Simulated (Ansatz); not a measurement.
**Au: energy and pressure over a range of volumes**

The task here is to estimate one member of a computed series from the others.

Computed with Ansatz 0.2.0 (DFT PBEsol, scalar-relativistic, unless a step's input says otherwise).

### The starting structure

It takes space group P6_3/mmc (No. 194, hexagonal). Conventional cell: a = 2.900 Å, b = 2.900 Å, c = 4.880 Å, α = 90.00°, β = 90.00°, γ = 120.00°. Au (site symmetry -6m2) has 12 Au at 2.90 to 2.96 Å as nearest neighbours.

Structure file:

```cif
data_structure
_symmetry_space_group_name_H-M 'P6_3/mmc'
_symmetry_Int_Tables_number 194
_cell_length_a 2.9000
_cell_length_b 2.9000
_cell_length_c 4.8800
_cell_angle_alpha 90.000
_cell_angle_beta 90.000
_cell_angle_gamma 120.000
_cell_volume 35.54
loop_
_atom_site_label
_atom_site_type_symbol
_atom_site_symmetry_multiplicity
_atom_site_Wyckoff_symbol
_atom_site_fract_x
_atom_site_fract_y
_atom_site_fract_z
_atom_site_occupancy
Au1 Au 2 d 0.33333 0.66667 0.75000 1
```

The file gives the conventional cell by its symmetry; the runs use the cell typed in the input.

Atoms are numbered in the order of the input: Au1, Au2.

The first run:

input.yaml reads:

```yaml
crystal:
  lattice:
    - [2.8407981581, 0.0, 0.0]
    - [-1.4203990791, 2.460203372, 0.0]
    - [0.0, 0.0, 4.7803802105]
  atoms:
    - { symbol: Au, position: [0.3333333333, 0.6666666667, 0.75] }
    - { symbol: Au, position: [0.6666666667, 0.3333333333, 0.25] }
kpoints:
  mp_grid: { grid: [14, 14, 8] }
  band_path:
    path:
      - [0.0, 0.0, 0.0]
      - [0.5, 0.0, 0.0]
      - [0.3333333333, 0.3333333333, 0.0]
      - [0.0, 0.0, 0.0]
      - [0.0, 0.0, 0.5]
      - [0.5, 0.0, 0.5]
      - [0.3333333333, 0.3333333333, 0.5]
      - [0.0, 0.0, 0.5]
      - [0.5, 0.0, 0.5]
    npoints: 5
scf:
  occupations: { method: fermi_dirac, width: 0.03 }
hamiltonian:
  xc: pbesol
  pseudopotentials: { kind: all_electron, lapw: { basis_error: 0.0005 } }
output:
  forces: true
  stress: true
  eigenvalues: true
```

On the command line:

```bash
$ ansatz run input.yaml --threads 1 --pin off --max-ram 3072MiB --backend cpu --events-out ev --progress --plain --runs-dir out
```

Steps of the session up to this table: Volume × 0.94, LAPW; Volume × 0.94, PAW; Volume × 0.94, crystal datasets; Volume × 0.98, LAPW; Volume × 0.98, PAW; Volume × 0.98, crystal datasets; Volume × 1.01, LAPW; Volume × 1.01, PAW; Volume × 1.01, crystal datasets; Volume × 1.04, LAPW; Volume × 1.04, PAW; Volume × 1.04, crystal datasets.

One table of the session follows, with a row left open; its other results are not shown here.

| method | volume (Å³/atom) | pressure (GPa) |
| --- | --- | --- |
| LAPW | 16.705 | 3.49 |
| LAPW | 17.416 | -3.59 |
| LAPW | 17.949 | -7.64 |
| LAPW | 18.482 | -10.96 |
| PAW | 16.705 | 3.52 |
| PAW | 17.416 | ? |
| PAW | 17.949 | -7.62 |
| PAW | 18.482 | -10.94 |
| crystal datasets | 16.705 | 3.49 |
| crystal datasets | 17.416 | -3.59 |
| crystal datasets | 17.949 | -7.64 |
| crystal datasets | 18.482 | -10.96 |

Estimate the missing values for PAW, 17.416.

The run gave: pressure (GPa): -3.57. In the column «pressure (GPa)» it lies between crystal datasets, 17.416 (-3.59) and LAPW, 16.705 (3.49).

To keep in mind: Shape and positions are held, so a fully relaxed modulus can be lower. Warnings in the runs' records: gradients without spin orbit, crystal datasets made.
